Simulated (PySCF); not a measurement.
**C2H5NSSi: electronic excitations and core binding energies**

Wanted: the electronic excitations and core binding energies of C2H5NSSi (`N#CCS[SiH3]`), by calculation.

Computed with PySCF 2.14.0, with density-fitted response routines of our own, on a single molecule in the gas phase. Atoms are numbered from 0 throughout.

### Step 1. Starting geometry

10 atoms, charge 0, multiplicity 1; geometry from: GFN2-xTB.

Bonds of the start (Å): N0–C1 1.14, C1–C2 1.43, C2–S3 1.84, S3–Si4 2.15, C2–H5 1.09, C2–H6 1.09, Si4–H7 1.45, Si4–H8 1.46, Si4–H9 1.45.

### Step 2. Excited states and response: CAM-B3LYP/def2-SVPD

What the job is given:

```
{"job": {"kind": "uv", "xc": "CAM-B3LYP", "basis": "def2-SVPD", "nstates": 8, "ntriplets": 3}, "charge": 0, "multiplicity": 1}
N     -1.538804     1.756052    -1.127963
C     -1.477172     0.757191    -0.574435
C     -1.344692    -0.493902     0.109161
S      0.181029    -1.371313    -0.434270
Si     1.706211     0.033179     0.150465
H     -1.300396    -0.340590     1.188909
H     -2.175543    -1.154528    -0.141707
H      2.918349    -0.721232    -0.104607
H      1.481092     0.305060     1.567072
H      1.558810     1.234739    -0.655152
```

With the program's defaults for keys left out, this is: TDDFT CAM-B3LYP/def2-SVPD, vertical, gas phase, core orbitals frozen in the response.

The run is started by

```console
> OMP_NUM_THREADS=1 python probes_run.py task.json out
```

The driver reads the jobs from task.json and runs them one after another.

**Question.** This job is followed by: delta-SCF UKS SCAN, pcX-2 on the ionised atom, pcseg-1 elsewhere, spin-free X2C. What will the session give for the following? lowest singlet (CAM-B3LYP/def2-SVPD); brightest single state of those computed; lowest triplet; surface potential, 1st and 99th percentile; C1s binding energies, SCAN/pcX-2; N1s binding energies, SCAN/pcX-2; S1s binding energies, SCAN/pcX-2; S2p binding energies, SCAN/pcX-2; Si1s binding energies, SCAN/pcX-2; Si2p binding energies, SCAN/pcX-2.

**Answer**, as computed:

```
                                quantity                        value
    lowest singlet (CAM-B3LYP/def2-SVPD)  5.48 eV (226 nm), f = 0.001
brightest single state of those computed  state 6, 7.46 eV, f = 0.024
                          lowest triplet                      4.89 eV
   surface potential, 1st and 99th percentile           -1.67 V and 1.64 V
        C1s binding energies, SCAN/pcX-2      C2 292.93, C1 292.45 eV
        N1s binding energies, SCAN/pcX-2                 N0 405.17 eV
        S1s binding energies, SCAN/pcX-2                S3 2477.18 eV
        S2p binding energies, SCAN/pcX-2                 S3 169.84 eV
       Si1s binding energies, SCAN/pcX-2               Si4 1847.26 eV
       Si2p binding energies, SCAN/pcX-2                Si4 107.72 eV
```

In words: The first singlet state (HOMO→LUMO+1 0.65, HOMO→LUMO 0.26) lies at 5.48 eV and is dark; of the 8 states computed, the strongest absorption comes from state 6 at 7.46 eV. The lowest triplet lies 0.59 eV below the lowest singlet (triplets in Tamm-Dancoff, singlets in full TDDFT). C2 (sp3 CH2 bonded to S, α to a nitrile) binds its C1s electron 0.48 eV more tightly than C1 (nitrile carbon).
